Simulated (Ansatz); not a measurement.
What does this script print? It uses the Ansatz DFT code, driven from Python.

`scan_fh3sesn.py`:
```python
"""Stretching a bond of FH3SeSn, the rest held rigid."""

import ansatz
import numpy as np

GEOMETRY = """
F    -1.96570   -0.00240   -0.49280
Sn   -0.11470   -0.35120   -0.50430
Se    0.80600    0.06480    1.81460
H     0.21620   -2.01140   -0.95380
H     0.70110    0.68620   -1.67160
H     0.39920    1.54990    1.76170
"""


def main() -> None:
    geometry = ansatz.Crystal.molecule()
    for line in GEOMETRY.strip().splitlines():
        symbol, *xyz = line.split()
        geometry = geometry.atom(symbol, [float(v) for v in xyz])

    symbols = [site.symbol for site in geometry.cartesian_sites]
    start = np.array([site.position_ang for site in geometry.cartesian_sites])
    axis = (start[4] - start[1]) / np.linalg.norm(start[4] - start[1])
    moving = [4]
    lengths, energies = [1.55, 1.621, 1.691, 1.762, 1.832, 1.903, 1.973, 2.079], []
    for length in lengths:
        xyz = start.copy()
        xyz[moving] += (length - np.linalg.norm(start[4] - start[1])) * axis
        point = ansatz.Crystal.molecule()
        for symbol, place in zip(symbols, xyz):
            point = point.atom(symbol, place.tolist())
        model = (
            point.calculation()
            .basis(gaussian="def2-SVP")
            .functional("pbe0")
        )
        report = model.run(threads=1, pin="off").report
        energies.append(report["free_energy_ev"])
        print(f"r = {length:6.3f} A  E = {energies[-1]:.5f} eV  <S^2> = {abs(report['mean_field']['state']['spin_squared']):.3f}")

    # quartic fit about the minimum
    fit = np.polynomial.Polynomial.fit(lengths, np.array(energies) - min(energies), 4).convert()
    roots = [r.real for r in fit.deriv().roots() if abs(r.imag) < 1e-9 and fit.deriv(2)(r.real) > 0]
    r_e = min(roots, key=lambda r: abs(r - lengths[int(np.argmin(energies))]))
    print(f"minimum of the fit at {r_e:.4f} A, force constant {fit.deriv(2)(r_e):.2f} eV/A^2")


if __name__ == "__main__":
    main()
```

```console
$ python scan_fh3sesn.py
r =  1.550 A  E = -73926.96800 eV  <S^2> = 0.000
r =  1.621 A  E = -73927.13234 eV  <S^2> = 0.000
r =  1.691 A  E = -73927.19590 eV  <S^2> = 0.000
r =  1.762 A  E = -73927.18444 eV  <S^2> = 0.000
r =  1.832 A  E = -73927.11661 eV  <S^2> = 0.000
r =  1.903 A  E = -73927.00516 eV  <S^2> = 0.000
r =  1.973 A  E = -73926.86454 eV  <S^2> = 0.000
r =  2.079 A  E = -73926.61260 eV  <S^2> = 0.000
minimum of the fit at 1.7138 A, force constant 13.95 eV/A^2
```

Total energies depend on the basis set; only differences at equal settings carry meaning. The rest of the molecule is held rigid at a force-field or estimated start geometry, and the basis set is modest; single-reference methods fail as a bond breaks. def2 sets replace the cores of elements past krypton by effective core potentials. The orbitals are restricted, so S² is zero by construction. Timing: 25 s on 1 thread of Arm Neoverse V2 (shared host), peak memory 0.25 GiB.
